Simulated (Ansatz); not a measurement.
# CH7ClOSi2: small, medium and large basis sets

How large a basis does CH7ClOSi2 need? Two functionals are run in growing sets.

Program: Ansatz 0.2.0, Gaussian basis. Level of theory: one geometry, several basis sets. These are calculated values, not measurements.

Levels to be run: PBE0-D4/def2-SVP; ωB97M-V/def2-SVP; PBE0-D4/def2-QZVPP; ωB97M-V/def2-QZVPP; the functionals' def2-TZVPP values are taken from earlier runs.

## (1) The geometry

The geometry comes from an earlier relaxation with PBE0-D4 in a triple-zeta def2 set; it is a stationary point, not always the lowest conformer.

SMILES `C[Si](O)([SiH3])Cl`, 12 atoms, charge 0, spin multiplicity 1.

Atoms are counted from 1 here; the program's logs count them from 0.

Bond lengths: C1–Si2 1.859 Å, C1–H6 1.092 Å, C1–H7 1.093 Å, C1–H8 1.093 Å, Si2–O3 1.642 Å, Si2–Si4 2.338 Å, Si2–Cl5 2.077 Å, O3–H9 0.959 Å, Si4–H10 1.488 Å, Si4–H11 1.488 Å, Si4–H12 1.485 Å. Angles: Si2–C1–H6 110.6°, Si2–C1–H7 110.7°, Si2–C1–H8 110.3°, H6–C1–H7 108.0°, H6–C1–H8 108.6°, H7–C1–H8 108.5°, C1–Si2–O3 112.3°, C1–Si2–Si4 114.8°, C1–Si2–Cl5 106.4°, O3–Si2–Si4 106.3°, O3–Si2–Cl5 109.1°, Si4–Si2–Cl5 107.8°, Si2–O3–H9 118.4°, Si2–Si4–H10 110.5°, Si2–Si4–H11 109.0°, Si2–Si4–H12 110.2°, H10–Si4–H11 108.5°, H10–Si4–H12 109.3° and more.

## (2) PBE0-D4 in def2-SVP

in.yaml

```yaml
crystal:
  periodic: [false, false, false]
  atoms:
    - {symbol: C, position_ang: [-1.213070, 1.191472, -0.342298]}
    - {symbol: Si, position_ang: [0.423960, 0.319900, -0.219634]}
    - {symbol: O, position_ang: [1.028181, -0.081370, -1.693157]}
    - {symbol: Si, position_ang: [0.391586, -1.651662, 1.036616]}
    - {symbol: Cl, position_ang: [1.724413, 1.644455, 0.711995]}
    - {symbol: H, position_ang: [-1.591917, 1.439819, 0.651701]}
    - {symbol: H, position_ang: [-1.114276, 2.122019, -0.907864]}
    - {symbol: H, position_ang: [-1.945638, 0.555086, -0.845308]}
    - {symbol: H, position_ang: [1.239001, 0.625037, -2.306999]}
    - {symbol: H, position_ang: [-0.513507, -2.653856, 0.410873]}
    - {symbol: H, position_ang: [-0.112418, -1.346651, 2.402862]}
    - {symbol: H, position_ang: [1.760685, -2.219548, 1.135212]}
basis:
  gaussian: {orbitals: def2-SVP}
hamiltonian: {xc: pbe0, dispersion: d4}
output: {orbitals: {seedname: orbitals}}
```

The run is started by

```sh
$ ansatz run in.yaml --threads 4 --pin off --events-out ev --progress --plain --max-ram 10444MiB
```

What it wrote:

```text
Functional definition: PBE0
  name "PBE0"
  cite "Adamo & Barone, J. Chem. Phys. 110, 6158 (1999) doi:10.1063/1.478522"
  cite "Perdew, Burke & Ernzerhof, Phys. Rev. Lett. 77, 3865 (1996) doi:10.1103/PhysRevLett.77.3865"
  parent pbe
  parameter a = 0.25
  parameter kappa = 0.804
  parameter beta = 0.06672455060314922
  exchange = (1 - a)*pbe_x(kappa = kappa, mu = beta*pi^2/3) + a*exact_x
  correlation = pbe_c(beta = beta)
1129 factors; integrals over basis functions are off by at most 1.2e-3 eV
mean field evaluation 1: about -31446.3097 eV, gradient 5.9e1 eV
mean field evaluation 2: about -31441.0545 eV, gradient 7.8e1 eV
mean field evaluation 4: about -31453.1986 eV, gradient 2.7e0 eV
mean field evaluation 8: about -31453.3182 eV, gradient 1.8e-1 eV
mean field evaluation 16: about -31453.3183 eV, gradient 1.7e-5 eV
mean field -31453.31832891 eV, -1155.8881287625 hartree, gradient 1.7e-5 eV, S^2 0.000000; 0 other end points of the search recorded, 0 dependent functions left out
reference -31453.31835783 eV, -1155.8881298255 hartree; 33, 33 occupied and 84, 84 virtual orbitals, 1129 factors
Total energy: -31453.58869923 eV, -1155.8980646884 hartree
```

Wall time 1.4 s (4 threads of Arm Neoverse V1, shared host); peak memory 0.26 GiB.

## (3) ωB97M-V in def2-SVP

Changes to in.yaml since step 2:

```diff
@@ -17,3 +17,3 @@
   gaussian: {orbitals: def2-SVP}
-hamiltonian: {xc: pbe0, dispersion: d4}
+hamiltonian: {xc: {name: wB97M-V}}
 output: {orbitals: {seedname: orbitals}}
```

The command is unchanged.

What it wrote, shortened:

```text
Functional definition: wB97M-V
  name "wB97M-V"
  cite "Mardirossian & Head-Gordon, J. Chem. Phys. 144, 214110 (2016) doi:10.1063/1.4952647"
  cite "Becke, J. Chem. Phys. 107, 8554 (1997) doi:10.1063/1.475007"
  cite "Vydrov & Van Voorhis, J. Chem. Phys. 133, 244103 (2010) doi:10.1063/1.3521275"
  # Of w^i u^j: cxij and so on, Table III.
[...]
  gx(w, u) = 1 - cx + cx01*u + cx10*w
  gss(w, u) = css00 + css04*u^4 + css10*w + css20*w^2 + css43*w^4*u^3
  gos(w, u) = cos00 + cos10*w + (cos20 + cos21*u)*w^2 + (cos60 + cos61*u)*w^6
[...]
      + integral(e_c_pw_mod_opposite_spin*gos(b97_w_opposite, b97_u_opposite)) + vv10(b, c)
1129 factors; integrals over basis functions are off by at most 1.2e-3 eV
368 factors; integrals over basis functions are off by at most 6.7e-6 eV
[...]
mean field -31464.29506865 eV, -1156.2915165077 hartree, gradient 2.2e-5 eV, S^2 0.000000; 0 other end points of the search recorded, 0 dependent functions left out
reference -31464.29511382 eV, -1156.2915181676 hartree; 33, 33 occupied and 84, 84 virtual orbitals, 1129 factors
Total energy: -31464.29511382 eV, -1156.2915181676 hartree
```

It took 6.5 s on 4 threads of Arm Neoverse V1, shared host; peak memory 0.39 GiB.

## (4) PBE0-D4 in def2-QZVPP

Changes to in.yaml since step 3:

```diff
@@ -16,4 +16,4 @@
 basis:
-  gaussian: {orbitals: def2-SVP}
-hamiltonian: {xc: {name: wB97M-V}}
+  gaussian: {orbitals: "def2-QZVPP.json"}
+hamiltonian: {xc: pbe0, dispersion: d4}
 output: {orbitals: {seedname: orbitals}}
```

The command is unchanged.

What it wrote:

```text
Functional definition: PBE0
  name "PBE0"
  cite "Adamo & Barone, J. Chem. Phys. 110, 6158 (1999) doi:10.1063/1.478522"
  cite "Perdew, Burke & Ernzerhof, Phys. Rev. Lett. 77, 3865 (1996) doi:10.1103/PhysRevLett.77.3865"
  parent pbe
  parameter a = 0.25
  parameter kappa = 0.804
  parameter beta = 0.06672455060314922
  exchange = (1 - a)*pbe_x(kappa = kappa, mu = beta*pi^2/3) + a*exact_x
  correlation = pbe_c(beta = beta)
1919 factors; their error is unknown
mean field evaluation 1: about -31458.8347 eV, gradient 7.1e1 eV
mean field evaluation 2: about -31450.0131 eV, gradient 9.6e1 eV
mean field evaluation 4: about -31468.2229 eV, gradient 4.7e0 eV
mean field evaluation 8: about -31468.2699 eV, gradient 7.3e-2 eV
mean field evaluation 16: about -31468.2941 eV, gradient 3.9e-5 eV
mean field -31468.29413574 eV, -1156.4384795125 hartree, gradient 3.9e-5 eV, S^2 0.000000; 0 other end points of the search recorded, 0 dependent functions left out
reference -31468.29418135 eV, -1156.4384811887 hartree; 33, 33 occupied and 501, 501 virtual orbitals, 1919 factors
Total energy: -31468.56452274 eV, -1156.4484160516 hartree
```

It took 14 s on 4 threads of Arm Neoverse V1, shared host; peak memory 2.5 GiB.

## (5) ωB97M-V in def2-QZVPP

Changes to in.yaml since step 4:

```diff
@@ -17,3 +17,3 @@
   gaussian: {orbitals: "def2-QZVPP.json"}
-hamiltonian: {xc: pbe0, dispersion: d4}
+hamiltonian: {xc: {name: wB97M-V}}
 output: {orbitals: {seedname: orbitals}}
```

Launched as before.

What it wrote, shortened:

```text
Functional definition: wB97M-V
  name "wB97M-V"
  cite "Mardirossian & Head-Gordon, J. Chem. Phys. 144, 214110 (2016) doi:10.1063/1.4952647"
  cite "Becke, J. Chem. Phys. 107, 8554 (1997) doi:10.1063/1.475007"
  cite "Vydrov & Van Voorhis, J. Chem. Phys. 133, 244103 (2010) doi:10.1063/1.3521275"
  # Of w^i u^j: cxij and so on, Table III.
[...]
  gx(w, u) = 1 - cx + cx01*u + cx10*w
  gss(w, u) = css00 + css04*u^4 + css10*w + css20*w^2 + css43*w^4*u^3
  gos(w, u) = cos00 + cos10*w + (cos20 + cos21*u)*w^2 + (cos60 + cos61*u)*w^6
[...]
      + integral(e_c_pw_mod_opposite_spin*gos(b97_w_opposite, b97_u_opposite)) + vv10(b, c)
1863 factors; their error is unknown
433 factors; integrals over basis functions are off by at most 1.4e-5 eV
[...]
mean field -31479.34953502 eV, -1156.8447579424 hartree, gradient 2.6e-5 eV, S^2 0.000000; 0 other end points of the search recorded, 0 dependent functions left out
reference -31479.34960686 eV, -1156.8447605824 hartree; 33, 33 occupied and 501, 501 virtual orbitals, 1863 factors
Total energy: -31479.34960686 eV, -1156.8447605824 hartree
```

Wall time 29 s (4 threads of Arm Neoverse V1, shared host); peak memory 2.9 GiB.

## (6) Functionals by basis

The def2-TZVPP values come from earlier runs at the same geometry.

| functional | basis | functions | energy (eV) | from the largest (eV) | HOMO (eV) | LUMO (eV) |
| --- | --- | --- | --- | --- | --- | --- |
| PBE0-D4 | def2-SVP | 117 | -31453.5887 | 14.976 | -7.84 | 0.39 |
| PBE0-D4 | def2-TZVPP | 286 | -31467.4728 | 1.092 | -7.92 | 0.05 |
| PBE0-D4 | def2-QZVPP | 534 | -31468.5645 | 0.000 | -7.95 | -0.09 |
| ωB97M-V | def2-SVP | 117 | -31464.2951 | 15.054 | -9.86 | 2.28 |
| ωB97M-V | def2-TZVPP | 286 | -31478.3142 | 1.035 | -9.98 | 1.77 |
| ωB97M-V | def2-QZVPP | 534 | -31479.3496 | 0.000 | -10.01 | 1.31 |

## (7) What came out

| quantity | value |
| --- | --- |
| PBE0-D4: double and triple zeta above quadruple | 14.98, 1.09 eV |
| ωB97M-V: double and triple zeta above quadruple | 15.05, 1.04 eV |

In words: PBE0-D4 gains 13.88 eV from double to triple zeta, then 1.09 eV more. These are total energies; as a rule much of such shifts cancels in differences, which this series doesn't test. The LUMO of ωB97M-V is positive and keeps falling with the basis (2.28 to 1.31 eV): an unbound level that the basis holds in place.

For PBE0-D4 the largest set took about 10 times as long as the smallest (14 s against 1.4 s).
